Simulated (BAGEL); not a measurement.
# BeCl2 (SMILES [Cl][Be][Cl]) at HF/STO-3G (density fitting with qzvpp-jkfit)

Aim: the energy change on altering one bond length of BeCl2 at HF/STO-3G (density fitting with qzvpp-jkfit), from 2 runs. 

The results are computed with BAGEL 1.2.2.

13 further runs of the same task are left out: 13 set aside as unsound or not needed.

### Step 1. The structure to begin with

BeCl2: 3 atoms, total charge 0, spin state singlet. SMILES: `[Cl][Be][Cl]`. The shape comes from GFN2-xTB, which is rough for such elements, and wasn't checked as a minimum.

Bond lengths: Be1–Cl2 1.762 Å, Be1–Cl3 1.761 Å. Angles: Cl2–Be1–Cl3 180.0°.

### Step 2. A single-point energy at HF/STO-3G (density fitting with qzvpp-jkfit)

job.json reads:

```json
{ "bagel" : [

{
  "title" : "molecule",
  "basis" : "sto-3g",
  "df_basis" : "qzvpp-jkfit",
  "angstrom" : true,
  "geometry" : [
    { "atom" : "Be", "xyz" : [    0.000220,    0.000130,   -0.000220 ] },
    { "atom" : "Cl", "xyz" : [   -0.016390,   -0.020190,    1.761270 ] },
    { "atom" : "Cl", "xyz" : [    0.016170,    0.020060,   -1.761060 ] }
  ]
},
{
  "title" : "hf"
},
{
  "title" : "print",
  "file" : "orbitals.molden",
  "orbitals" : true
}

]}
```

Launch:

```sh
$ BAGEL_NUM_THREADS=1 BAGEL job.json > job.out
```

Standard output:

```text
* using 1 threads per process

  ===============================================================
  ===============================================================

  *** Geometry ***

  { "atom" : "Be", "xyz" : [      0.000416,      0.000246,     -0.000416 ] },
  { "atom" : "Cl", "xyz" : [     -0.030973,     -0.038154,      3.328318 ] },
  { "atom" : "Cl", "xyz" : [      0.030557,      0.037908,     -3.327921 ] },

  Number of auxiliary basis functions:      307

  Since a DF basis is specified, we compute 2- and 3-index integrals:
    o Being stored without compression. Storage requirement is 0.001 GB

  Number of basis functions:       23
  Number of electrons      :       38

    * METHOD: MOLECULE                             0.04

  *** RHF ***

  === Nuclear Repulsion ===
    84.2727274815

      * DIIS with orbital gradients will be used.

  === RHF iteration (sto-3g) ===
      0       -923.71959937          0.01338830           0.00
      1       -923.76887747          0.00225610           0.00
      2       -923.77051373          0.00065489           0.00
      3       -923.77067742          0.00010435           0.00
      4       -923.77068322          0.00001443           0.00
      5       -923.77068328          0.00000145           0.00
      6       -923.77068329          0.00000011           0.00
      7       -923.77068329          0.00000001           0.00
    * SCF iteration converged.

    * Permanent dipole moment:
           (   -0.000481,    -0.000287,     0.000975) a.u.

    * METHOD: HF                                   0.06

    * METHOD: PRINT                                0.00

  ===============================================================
```

Run time: 0.36 s. Hardware: 1 thread of AMD EPYC 9R14 (Zen 4), shared host.

### Step 3. The distorted shape at the same level

calc.json reads:

```json
{ "bagel": [

{
  "title": "molecule",
  "basis": "sto-3g",
  "df_basis": "qzvpp-jkfit",
  "angstrom": true,
  "geometry": [
    { "atom": "Be", "xyz": [      -0.004565,      -0.005849,       0.527999 ] },
    { "atom": "Cl", "xyz": [      -0.021175,      -0.026169,       2.289489 ] },
    { "atom": "Cl", "xyz": [       0.016170,       0.020060,      -1.761060 ] }
  ]
},

{ "title": "hf", "charge": 0 },

{ "title": "print", "file": "orbitals.molden", "orbitals": true }

]}
```

Launch:

```sh
$ BAGEL_NUM_THREADS=1 BAGEL calc.json > calc.out
```

Standard output:

```text
* using 1 threads per process

  ===============================================================
  ===============================================================

  *** Geometry ***

  { "atom" : "Be", "xyz" : [     -0.008627,     -0.011053,      0.997774 ] },
  { "atom" : "Cl", "xyz" : [     -0.040015,     -0.049452,      4.326507 ] },
  { "atom" : "Cl", "xyz" : [      0.030557,      0.037908,     -3.327921 ] },

  Number of auxiliary basis functions:      307

  Since a DF basis is specified, we compute 2- and 3-index integrals:
    o Being stored without compression. Storage requirement is 0.001 GB

  Number of basis functions:       23
  Number of electrons      :       38

    * METHOD: MOLECULE                             0.04

  *** RHF ***

  === Nuclear Repulsion ===
    73.8961482925

      * DIIS with orbital gradients will be used.

  === RHF iteration (sto-3g) ===
      0       -923.63464443          0.01603663           0.00
      1       -923.70388382          0.00323893           0.00
      2       -923.70687398          0.00100150           0.00
      3       -923.70721534          0.00015924           0.00
      4       -923.70723004          0.00003775           0.00
      5       -923.70723078          0.00000404           0.00
      6       -923.70723079          0.00000094           0.00
      7       -923.70723079          0.00000026           0.00
      8       -923.70723079          0.00000002           0.00
      9       -923.70723079          0.00000000           0.00
    * SCF iteration converged.

    * Permanent dipole moment:
           (    0.006238,     0.008090,    -0.737727) a.u.

    * METHOD: HF                                   0.07

    * METHOD: PRINT                                0.00

  ===============================================================
```

It took 0.36 s on 1 thread of AMD EPYC 9R14 (Zen 4), shared host.

### Step 4. Outcome

At HF/STO-3G (density fitting with qzvpp-jkfit):

| quantity | value |
| --- | --- |
| first shape: total energy | -923.77068 Eh |
| first shape: dipole moment | 0.00 D |
| first shape: HOMO energy | -11.40 eV |
| first shape: LUMO energy | 5.83 eV |
| first shape: HOMO–LUMO gap | 17.23 eV |
| distorted shape: total energy | -923.70723 Eh |
| distorted shape: dipole moment | 1.88 D |
| distorted shape: HOMO energy | -10.07 eV |
| distorted shape: LUMO energy | 4.44 eV |
| distorted shape: HOMO–LUMO gap | 14.51 eV |
| energy change with the Be1–Cl3 bond stretched from 1.761 to 2.289 Å | 1.727 eV |

With the Be1–Cl3 bond stretched from 1.761 to 2.289 Å the energy rises by 1.73 eV (167 kJ/mol). The first shape isn't relaxed at this level, so the change isn't measured from a minimum. The minimal basis adds a large error of its own.
